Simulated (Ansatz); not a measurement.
Geometry optimisation, Ansatz 0.2.0, DFT r2SCAN, scalar-relativistic, plane waves, PAW.

Input:

```yaml
crystal:
  lattice:
    - [8.1, 0.0, 0.0]
    - [0.0, 8.1, 0.0]
    - [0.0, 0.0, 8.1]
  atoms:
    - { symbol: Al, position: [0.5, 0.0, 0.0] }
    - { symbol: Al, position: [0.75, 0.25, 0.0] }
    - { symbol: Si, position: [1.0, 0.0, 0.5] }
    - { symbol: Al, position: [0.0, 0.0, 0.0] }
    - { symbol: Al, position: [0.25, 0.25, 0.0] }
    - { symbol: Al, position: [0.5, 0.5, 0.0] }
    - { symbol: Al, position: [0.75, 0.75, 0.0] }
    - { symbol: Al, position: [0.25, 0.0, 0.25] }
    - { symbol: Al, position: [0.5, 0.25, 0.25] }
    - { symbol: Al, position: [0.75, 0.5, 0.25] }
    - { symbol: Al, position: [0.5, 0.0, 0.5] }
    - { symbol: Al, position: [0.75, 0.25, 0.5] }
    - { symbol: Al, position: [0.75, 0.0, 0.75] }
    - { symbol: Al, position: [0.0, 0.5, 0.0] }
    - { symbol: Al, position: [0.25, 0.75, 0.0] }
    - { symbol: Al, position: [0.0, 0.25, 0.25] }
    - { symbol: Al, position: [0.25, 0.5, 0.25] }
    - { symbol: Al, position: [0.5, 0.75, 0.25] }
    - { symbol: Al, position: [0.25, 0.25, 0.5] }
    - { symbol: Al, position: [0.5, 0.5, 0.5] }
    - { symbol: Al, position: [0.75, 0.75, 0.5] }
    - { symbol: Al, position: [0.25, 0.0, 0.75] }
    - { symbol: Al, position: [0.5, 0.25, 0.75] }
    - { symbol: Al, position: [0.75, 0.5, 0.75] }
    - { symbol: Al, position: [0.0, 0.75, 0.25] }
    - { symbol: Al, position: [0.0, 0.5, 0.5] }
    - { symbol: Al, position: [0.25, 0.75, 0.5] }
    - { symbol: Al, position: [0.0, 0.25, 0.75] }
    - { symbol: Al, position: [0.25, 0.5, 0.75] }
    - { symbol: Al, position: [0.5, 0.75, 0.75] }
    - { symbol: Al, position: [0.0, 0.75, 0.75] }
basis:
  ecutwfc: 500.0
kpoints:
  mp_grid: { grid: [2, 2, 2] }
hamiltonian:
  xc: r2scan
  pseudopotentials: { kind: paw, azcp: { folder: soft_1 } }
scf:
  occupations: { method: fermi_dirac, width: 0.1 }
  lower_state_search: "off"
relax:
  f_tol: 0.03
  max_steps: 60
  adjacent_minimum: "off"
output:
  write_density: true
  write_potential: true
  elf: true
  volumetric_format: npy
```

Command:

```bash
$ ansatz run input.yaml --threads 4 --pin off --max-ram 10240MiB --backend cpu --events-out ev --progress --plain --runs-dir out
```

Q: Where does it end, and by what steps?

A: It converged. Limits of this set-up: coarse k mesh, no spin, though dangling bonds at a vacancy may carry it, a small cell, in which the defect meets its images, a typed lattice constant that wasn't relaxed here. After 2 steps the energy has fallen by 0.065 eV; Si3 moved furthest, 0.08 Å.

```tsv
step	energy less start (eV)	largest force component (eV/Å)	accepted
0	0.0000	0.164	yes
1	-0.0639	0.031	yes
2	-0.0654	0.009	yes
```

```xyz
31
Lattice="8.1000 0.0000 0.0000 0.0000 8.1000 0.0000 0.0000 0.0000 8.1000" Properties=species:S:1:pos:R:3
Al 4.033 0.000 -0.017
Al 6.092 2.028 -0.020
Si 8.154 0.000 4.104
Al 0.030 0.000 -0.028
Al 2.006 2.030 -0.021
Al 4.038 4.050 -0.012
Al 6.092 6.072 -0.020
Al 2.008 0.000 2.045
Al 4.030 2.028 2.042
Al 6.092 4.050 2.042
Al 4.022 0.000 4.080
Al 6.099 2.003 4.065
Al 6.095 0.000 6.058
Al 0.024 4.050 -0.021
Al 2.006 6.070 -0.021
Al 0.015 2.003 2.049
Al 2.001 4.050 2.033
Al 4.030 6.072 2.042
Al 2.004 2.027 4.073
Al 4.029 4.050 4.074
Al 6.099 6.097 4.065
Al 1.998 0.000 6.048
Al 4.029 2.030 6.056
Al 6.083 4.050 6.051
Al 0.015 6.097 2.049
Al 0.020 4.050 4.070
Al 2.004 6.073 4.073
Al 0.023 2.027 6.054
Al 2.005 4.050 6.055
Al 4.029 6.070 6.056
Al 0.023 6.073 6.054
```

Whether the end is a true minimum wasn't checked by a vibrational analysis.

The run took 20 s on 4 threads of Intel(R) Xeon(R) 6975P-C (Granite Rapids) (shared host), peak memory 2.4 GiB.
